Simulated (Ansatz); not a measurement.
A nudged elastic band was laid between two geometries of a periodic cell of 20 atoms, H$_{3}$W$_{8}$C$_{9}$ (surface WC(001), adsorbate CH3, already come apart at the first end).

These are results of DFT PBE-D3(BJ), scalar-relativistic, plane waves, PAW in Ansatz, not measurements. Settings: PAW set soft_1, cutoff 420 eV, k mesh 5x5x1, gaussian smearing 0.15 eV, no spin polarisation.

```json
{
  "movable images": "5",
  "climbing image": "yes",
  "spring": "5.0 eV/Å²",
  "optimiser": "quadratic models (default)",
  "start path": "IDPP",
  "force threshold": "0.05 eV/Å",
  "iteration limit": "36",
  "end points": "relaxed",
  "atoms held": "1, 5, 9, 13"
}
```

Initial state:

```xyz
20
Lattice="5.7491 0.0000 0.0000 -2.8745 4.9788 0.0000 0.0000 0.0000 16.2249" Properties=species:S:1:pos:R:3
W 0.000 0.000 1.000
C 1.447 0.828 2.345
W -0.004 -0.003 3.810
C 1.353 0.826 5.106
W -1.437 2.489 1.000
C 0.001 3.330 2.333
W -1.448 2.503 3.861
C -0.022 3.318 5.000
W 2.875 0.000 1.000
C 4.308 0.832 2.337
W 2.866 0.021 3.882
C 4.385 0.845 5.142
W 1.437 2.489 1.000
C 2.880 3.310 2.317
W 1.429 2.498 3.862
C 2.846 3.373 4.983
C 3.710 0.375 6.237
H 1.202 0.883 6.180
H 4.019 -0.558 6.719
H 3.017 1.005 6.790
```

Final state:

Only the atoms that move by more than 0.05 Å are listed.
```
W3 -0.009 0.021 3.882
C4 1.510 0.845 5.142
C8 -0.029 3.373 4.983
W11 2.870 -0.003 3.810
C12 4.227 0.826 5.106
C16 2.853 3.318 5.000
C17 6.585 0.375 6.237
H18 4.076 0.883 6.180
H19 6.894 -0.558 6.719
H20 5.891 1.005 6.790
```

Task: What changes between the two ends?

Result: Contacts lost: C4–H18, W11–C17, C12–C17. Contacts made: W3–C17, C4–C17, C12–H18. The atom that moves furthest is C17, by 2.87 Å; four of its nearest neighbours are H20 1.09, H19 1.09, C12 1.37, W11 2.53 Å at the first end and H20 1.09, H19 1.09, C4 1.37, W3 2.53 Å at the last.

Task: What energy profile does the band end with?

Result: It converged. The highest image is number 4 of 0 to 6, 1.65 eV above the ends, which have the same energy within 2 meV. The profile has 2 maxima (images 1, 4) with wells between them (image 3): this band takes more than one step, which may be the mechanism or a detour left from its start path. Neighbouring images differ by up to 1.6 eV, so the band resolves the path poorly. By the program's own check the climbing image is of a kind that is not told: the force calls were inconclusive, a negative curvature could not be distinguished from the path's own, the only one lies far off the path, or fixed occupations may fill a level only in part (lowest curvatures found: -2.00 and 0.28 eV/Å²). Limits of this set-up: coarse k mesh, thin slab, slab without dipole correction, odd electron count without spin, a typed lattice constant that wasn't relaxed here.

```tsv
image	path coordinate (Å)	energy (eV)	C4–H18 (Å)	W11–C17 (Å)	C12–C17 (Å)
0	0.00	0.00	1.09	2.53	1.37
1	1.25	0.36	1.09	2.95	1.35
2	2.50	0.26	1.09	3.17	1.35
3	3.74	0.06	1.09	3.22	1.37
4	4.99	1.65	1.54	3.29	1.39
5	6.64	0.73	2.48	3.56	1.64
6	8.29	0.00	2.77	3.19	2.65
```

Task: What is the geometry of the highest image?

Result: 
```xyz
20
Lattice="5.7491 0.0000 0.0000 -2.8745 4.9788 0.0000 0.0000 0.0000 16.2249" Properties=species:S:1:pos:R:3
W 0.000 0.000 1.000
C 1.428 0.821 2.330
W 0.017 -0.006 3.879
C 1.520 0.842 5.028
W -1.437 2.489 1.000
C -0.010 3.323 2.316
W -1.409 2.495 3.856
C 0.033 3.295 5.026
W 2.875 0.000 1.000
C 4.318 0.827 2.346
W 2.882 -0.045 3.820
C 4.278 0.872 5.232
W 1.437 2.489 1.000
C 2.878 3.331 2.331
W 1.449 2.489 3.884
C 2.934 3.269 5.008
C 5.083 0.351 6.234
H 2.953 0.680 5.554
H 4.794 -0.574 6.742
H 5.844 0.972 6.713
```

Time of the run: 59 min on 4 threads of Arm Neoverse V2, with other jobs on the host, peak memory 3.9 GiB.
